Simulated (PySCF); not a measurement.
# C6H4O2: excited states, first hyperpolarisability

Aim: compute the excited states, first hyperpolarisability of C6H4O2 (`C=Cc1c(C=O)c1=O`).

Programs: PySCF 2.14.0, with routines of our own; each step states its level. All values are computed. Atoms count from 0.

## 1. The system as given

12 atoms, charge 0, multiplicity 1; geometry from: GFN2-xTB.

## 2. Geometry optimisation at PBE0-D3(BJ)/def2-SVP

The job: settings as JSON, then the geometry in Å.

```
{"job": {"xc": "PBE0", "basis": "def2-SVP", "d3": "d3bj", "grid": 2, "kind": "geom"}, "charge": 0, "multiplicity": 1}
C      2.489194     0.045932     0.149556
C      1.319648    -0.507361    -0.166068
C      0.083215     0.158610     0.082385
C     -1.278319     0.052192    -0.005664
C     -2.460552    -0.663493    -0.383473
O     -3.082420    -1.446159     0.284224
C     -0.658909     1.277644     0.513328
O     -0.824791     2.371998     0.943752
H      2.540177     1.022489     0.602153
H      3.421372    -0.461226    -0.029675
H      1.254627    -1.489566    -0.616379
H     -2.802044    -0.361744    -1.400167
```

Started as:

```sh
> OMP_NUM_THREADS=1 python excited_run.py task.json out
```

One launch serves the whole session: the jobs run in the order shown.

Log:

```text
step   0  E = -380.66219378  max force = 0.030805
step   1  E = -380.66475387  max force = 0.007786
step   2  E = -380.66473830  max force = 0.008238
step   3  E = -380.66514115  max force = 0.004530
step   4  E = -380.66531179  max force = 0.003547
step   5  E = -380.66544576  max force = 0.002608
step   6  E = -380.66555943  max force = 0.004050
step   7  E = -380.66571029  max force = 0.003960
step   8  E = -380.66601618  max force = 0.004869
step   9  E = -380.66655305  max force = 0.005778
step  10  E = -380.66708898  max force = 0.012224
step  11  E = -380.66740854  max force = 0.010579
step  12  E = -380.66781001  max force = 0.005071
step  13  E = -380.66790487  max force = 0.002693
step  14  E = -380.66792993  max force = 0.001061
step  15  E = -380.66794339  max force = 0.001059
step  16  E = -380.66795974  max force = 0.000906
step  17  E = -380.66796664  max force = 0.000697
step  18  E = -380.66797028  max force = 0.000400
optimisation converged
```

It took 2.1 min on 1 thread of Intel Xeon 6975P-C, shared host; peak memory 0.7 GiB.

The steps of the relaxation:

```csv
step,energy from step 0 (eV),largest force component (eV/Å)
0,0.0000,1.5841
1,-0.0697,0.4004
2,-0.0692,0.4236
3,-0.0802,0.2329
4,-0.0848,0.1824
5,-0.0885,0.1341
6,-0.0916,0.2083
7,-0.0957,0.2036
8,-0.1040,0.2504
9,-0.1186,0.2971
10,-0.1332,0.6286
11,-0.1419,0.5440
12,-0.1528,0.2608
13,-0.1554,0.1385
14,-0.1561,0.0546
15,-0.1565,0.0545
16,-0.1569,0.0466
17,-0.1571,0.0358
18,-0.1572,0.0206
```

Distances of close pairs at the start and the end, largest changes first:

```csv
bond,before (Å),after (Å),change (Å)
C3–C4,1.433,1.476,+0.044
C3–C6,1.468,1.430,-0.038
C2–C6,1.410,1.445,+0.035
C0–H9,1.076,1.093,+0.017
C0–H8,1.078,1.094,+0.016
C1–H10,1.082,1.094,+0.012
C6–O7,1.188,1.199,+0.011
C0–C1,1.332,1.342,+0.011
```

The final coordinates are the input of the step that follows.

```csv
at the end point,value
point group (found at 0.08 Å tolerance),Cs
"rotational constants (GHz, main isotopes)","2.656, 1.635, 1.012"
dipole moment (D),2.59
```

## 3. Excited states: TDA CAM-B3LYP/def2-TZVP

The job: settings as JSON, then the geometry in Å.

```
{"job": {"kind": "states", "xc": "CAM-B3LYP", "basis": "def2-TZVP", "tda": true, "soc": true, "nstates": 6, "ntriplets": 5, "nquad": 4}, "charge": 0, "multiplicity": 1}
C      2.431533    -0.028805     0.375457
C      1.248427    -0.543397     0.004516
C      0.043574     0.232642     0.090299
C     -1.300698     0.242818    -0.117599
C     -2.387667    -0.635740    -0.593535
O     -2.183543    -1.771356    -0.939173
C     -0.697045     1.437120     0.387540
O     -0.741191     2.571825     0.771335
H      2.502637     0.995967     0.751410
H      3.351734    -0.614894     0.313092
H      1.158748    -1.566630    -0.373376
H     -3.405904    -0.183560    -0.612408
```

Method: TDA CAM-B3LYP/def2-TZVP excited states, vertical, gas phase, spin-orbit mean-field couplings.

Log:

```text
coarse grid: 11168 points
cycle   1  E = -381.0769148432  dE =  1.817e+00  |g| = 1.155e+00  |ddm| = 3.137e+00
cycle   2  E = -380.4530751635  dE =  6.238e-01  |g| = 2.207e+00  |ddm| = 4.862e+00
cycle   3  E = -381.3416262858  dE = -8.886e-01  |g| = 9.531e-02  |ddm| = 3.389e+00
cycle   4  E = -381.3428084384  dE = -1.182e-03  |g| = 7.265e-02  |ddm| = 1.811e-01
cycle   5  E = -381.3439704041  dE = -1.162e-03  |g| = 2.200e-02  |ddm| = 8.501e-02
cycle   6  E = -381.3440630621  dE = -9.266e-05  |g| = 7.177e-03  |ddm| = 3.547e-02
cycle   7  E = -381.3440736872  dE = -1.063e-05  |g| = 3.033e-03  |ddm| = 1.641e-02
cycle   8  E = -381.3440756721  dE = -1.985e-06  |g| = 1.151e-03  |ddm| = 4.928e-03
final grid: 111152 points
cycle   9  E = -381.3399893187  dE = -2.656e-05  |g| = 3.887e-03  |ddm| = 5.447e-02
cycle  10  E = -381.3399878366  dE =  1.482e-06  |g| = 4.921e-03  |ddm| = 6.574e-03
cycle  11  E = -381.3399925668  dE = -4.730e-06  |g| = 8.813e-04  |ddm| = 5.697e-03
cycle  12  E = -381.3399926924  dE = -1.256e-07  |g| = 2.146e-04  |ddm| = 1.214e-03
cycle  13  E = -381.3399927018  dE = -9.379e-09  |g| = 1.152e-04  |ddm| = 3.467e-04
cycle  14  E = -381.3399927050  dE = -3.219e-09  |g| = 2.219e-05  |ddm| = 1.859e-04
cycle  15  E = -381.3399927052  dE = -1.355e-10  |g| = 1.347e-05  |ddm| = 6.945e-05
converged SCF energy = -381.3399927052

Singlet excitations
state   eV       nm        f     d(h-e)  d(exc)  Lambda  PR(NTO)  |dmu|/D   mu/D   main configurations
  1   2.8708   431.9   0.00071   0.811   3.009   0.406   1.048    2.125    1.226   H->L 0.88
  2   4.0270   307.9   0.00009   0.598   2.738   0.430   1.276    1.896    1.218   H-2->L 0.72, H->L 0.10
  3   4.7655   260.2   0.00001   0.989   3.000   0.431   1.132    2.692    0.565   H->L+1 0.80, H->L+6 0.10
  4   5.0370   246.1   0.53215   1.191   3.309   0.696   1.093    2.996    3.856   H-1->L 0.94
  5   6.1133   202.8   0.00020   0.464   2.713   0.478   1.147                     H-4->L 0.88
  6   6.4765   191.4   0.02272   1.061   3.668   0.636   1.815                     H-3->L 0.66, H-1->L+1 0.31

Triplet excitations (Tamm-Dancoff)
state   eV     d(h-e)  d(exc)  Lambda  PR(NTO)   main configurations
  1   2.4781   0.484   2.835   0.409   1.075   H->L 0.76, H-2->L 0.14
  2   2.9926   0.406   2.870   0.708   1.116   H-1->L 0.88
  3   3.5371   0.668   2.741   0.427   1.314   H-2->L 0.62, H->L 0.19, H-2->L+1 0.08
  4   4.3412   0.365   2.470   0.667   2.065   H-3->L 0.40, H-1->L+1 0.40
  5   4.4494   0.919   2.873   0.431   1.101   H->L+1 0.76, H->L+6 0.14
S1 - T1 = 0.3927 eV

Spin-orbit couplings |<S|Hso|T>| (cm-1)
             T1       T2       T3       T4       T5
S0       31.090    0.467   42.555    1.780   43.311
S1        1.160   21.980    8.862   23.333    4.511
S2        9.394    0.424    1.477    5.678    1.597
S3        5.506    1.619    0.475   10.170    0.545
S4       27.555    0.061    9.016    0.153    2.131
S5       21.667    6.808   11.231    5.907    2.303
S6       12.388    0.121   15.815    0.722   14.800
T1 sublevels (cm-1): 0.000 0.014 0.169   radiative rates (1/s): 0.127 1.98 666
```

Run time: 48 s. Hardware: 1 thread of Intel Xeon 6975P-C, shared host; peak memory 1.1 GiB.

Key values:

```csv
quantity,value
S1 less T1,0.39 eV
```

## 4. Excited states: TDDFT CAM-B3LYP/aug-cc-pVDZ

Settings changed since step 3:

```diff
@@ -1,2 +1,2 @@
-{"job": {"kind": "states", "xc": "CAM-B3LYP", "basis": "def2-TZVP", "tda": true, "soc": true, "nstates": 6, "ntriplets": 5, "nquad": 4}, "charge": 0, "multiplicity": 1}
+{"job": {"kind": "states", "xc": "CAM-B3LYP", "basis": "aug-cc-pVDZ", "tpa": true, "nstates": 8, "nquad": 6, "ntriplets": 0}, "charge": 0, "multiplicity": 1}
 C      2.431533    -0.028805     0.375457
```

With the program's defaults for keys left out, this is: TDDFT CAM-B3LYP/aug-cc-pVDZ excited states, vertical, gas phase, two-photon moments by quadratic response.

Log:

```text
coarse grid: 11168 points
cycle   1  E = -380.9587458659  dE =  1.859e+00  |g| = 1.092e+00  |ddm| = 1.359e+01
cycle   2  E = -380.3716595851  dE =  5.871e-01  |g| = 2.099e+00  |ddm| = 6.731e+00
cycle   3  E = -381.2125019934  dE = -8.408e-01  |g| = 8.440e-02  |ddm| = 4.541e+00
cycle   4  E = -381.2134008283  dE = -8.988e-04  |g| = 6.689e-02  |ddm| = 4.566e-01
cycle   5  E = -381.2144421579  dE = -1.041e-03  |g| = 1.954e-02  |ddm| = 2.574e-01
cycle   6  E = -381.2145199086  dE = -7.775e-05  |g| = 6.645e-03  |ddm| = 6.041e-02
cycle   7  E = -381.2145298600  dE = -9.951e-06  |g| = 2.717e-03  |ddm| = 2.178e-02
final grid: 111152 points
cycle   8  E = -381.2345256261  dE = -1.025e-05  |g| = 4.031e-03  |ddm| = 1.707e-01
cycle   9  E = -381.2345216332  dE =  3.993e-06  |g| = 6.273e-03  |ddm| = 2.639e-02
cycle  10  E = -381.2345291563  dE = -7.523e-06  |g| = 5.747e-04  |ddm| = 1.262e-02
cycle  11  E = -381.2345292309  dE = -7.454e-08  |g| = 1.525e-04  |ddm| = 2.049e-03
cycle  12  E = -381.2345292370  dE = -6.156e-09  |g| = 8.751e-05  |ddm| = 8.246e-04
cycle  13  E = -381.2345292393  dE = -2.291e-09  |g| = 3.058e-05  |ddm| = 3.583e-04
cycle  14  E = -381.2345292395  dE = -2.203e-10  |g| = 1.284e-05  |ddm| = 9.566e-05
converged SCF energy = -381.2345292395

Singlet excitations
state   eV       nm        f     d(h-e)  d(exc)  Lambda  PR(NTO)  |dmu|/D   mu/D   delta(TPA)   sigma/GM   main configurations
  1   2.8208   439.5   0.00052   0.811   3.036   0.403   1.047    2.085    1.307        0.49      0.001   H->L 0.87
  2   3.9752   311.9   0.00001   0.600   2.779   0.427   1.274    1.836    1.222        2.67      0.015   H-2->L 0.72, H->L 0.10
  3   4.7119   263.1   0.00013   1.002   3.037   0.406   1.132    2.763    0.488        8.88      0.072   H->L+1 0.78
  4   4.7470   261.2   0.40008   1.146   3.307   0.682   1.135    2.973    3.896      321.47      2.654   H-1->L 0.97
  5   6.0842   203.8   0.00034   0.465   2.734   0.471   1.153    1.458    1.999        1.26      0.017   H-4->L 0.88
  6   6.1788   200.7   0.00208   0.338   3.857   0.162   1.030    1.505    4.129       12.04      0.168   H->L+2 0.48, H->L+3 0.26, H->L+5 0.09
  7   6.3960   193.8   0.02751   1.140   3.658   0.613   1.589                                            H-3->L 0.77, H-1->L+1 0.20
  8   6.4953   190.9   0.22328   0.436   3.075   0.661   1.744                                            H-1->L+1 0.74, H-3->L 0.20
```

It took 43 s on 1 thread of Intel Xeon 6975P-C, shared host; peak memory 0.87 GiB.

## 5. First hyperpolarisability: quadratic response CAM-B3LYP/aug-cc-pVDZ

Settings changed since step 4:

```diff
@@ -1,2 +1,2 @@
-{"job": {"kind": "states", "xc": "CAM-B3LYP", "basis": "aug-cc-pVDZ", "tpa": true, "nstates": 8, "nquad": 6, "ntriplets": 0}, "charge": 0, "multiplicity": 1}
+{"job": {"kind": "beta", "xc": "CAM-B3LYP", "basis": "aug-cc-pVDZ"}, "charge": 0, "multiplicity": 1}
 C      2.431533    -0.028805     0.375457
```

Level: quadratic response CAM-B3LYP/aug-cc-pVDZ first hyperpolarisability, Taylor convention, gas phase.

Log:

```text
coarse grid: 11168 points
cycle   1  E = -380.9587458659  dE =  1.859e+00  |g| = 1.092e+00  |ddm| = 1.359e+01
cycle   2  E = -380.3716595851  dE =  5.871e-01  |g| = 2.099e+00  |ddm| = 6.731e+00
cycle   3  E = -381.2125019934  dE = -8.408e-01  |g| = 8.440e-02  |ddm| = 4.541e+00
cycle   4  E = -381.2134008283  dE = -8.988e-04  |g| = 6.689e-02  |ddm| = 4.566e-01
cycle   5  E = -381.2144421579  dE = -1.041e-03  |g| = 1.954e-02  |ddm| = 2.574e-01
cycle   6  E = -381.2145199086  dE = -7.775e-05  |g| = 6.645e-03  |ddm| = 6.041e-02
cycle   7  E = -381.2145298600  dE = -9.951e-06  |g| = 2.717e-03  |ddm| = 2.178e-02
final grid: 111152 points
cycle   8  E = -381.2345256261  dE = -1.025e-05  |g| = 4.031e-03  |ddm| = 1.707e-01
cycle   9  E = -381.2345216332  dE =  3.993e-06  |g| = 6.273e-03  |ddm| = 2.639e-02
cycle  10  E = -381.2345291563  dE = -7.523e-06  |g| = 5.747e-04  |ddm| = 1.262e-02
cycle  11  E = -381.2345292309  dE = -7.454e-08  |g| = 1.525e-04  |ddm| = 2.049e-03
cycle  12  E = -381.2345292370  dE = -6.156e-09  |g| = 8.751e-05  |ddm| = 8.246e-04
cycle  13  E = -381.2345292393  dE = -2.291e-09  |g| = 3.058e-05  |ddm| = 3.583e-04
cycle  14  E = -381.2345292395  dE = -2.203e-10  |g| = 1.284e-05  |ddm| = 9.566e-05
converged SCF energy = -381.2345292395

Lowest singlets (eV, f): 2.8208 0.0005  3.9752 0.0000  4.7119 0.0001

First hyperpolarisability (au)
process     nm      |vector|   parallel      HRS      DR
static         -      491.73       84.6     208.87   4.609
shg       1907.0      550.85      95.65     233.55   4.643
eope      1907.0      510.32      88.08          -       -
shg       1064.0      728.14     128.06     307.44   4.722
eope      1064.0      555.42       96.5          -       -
```

It took 34 s on 1 thread of Intel Xeon 6975P-C, shared host; peak memory 0.85 GiB.

## 6. What came out

| quantity | value |
| --- | --- |
| point group | Cs |
| rotational constants (main isotopes) | 2.66, 1.64, 1.01 GHz |
| S1 less T1 (step 3, TDA CAM-B3LYP/def2-TZVP) | 0.39 eV |
| β vector (step 5, quadratic response CAM-B3LYP/aug-cc-pVDZ) | static 492, SHG 1907.0 nm 551, SHG 1064.0 nm 728 au |

Over 18 steps the energy fell by 0.157 eV; of the close pairs, C3–C4 changed most, 1.433 to 1.476 Å. In step 3, the number of triplets below S1 is 1, and the largest singlet-triplet spin-orbit coupling is S0–T5, 43.31 cm⁻¹. β grows from 492 au (static) to 728 au for doubling at 1064.0 nm: normal dispersion, which grows as twice the photon energy moves toward the bright states.
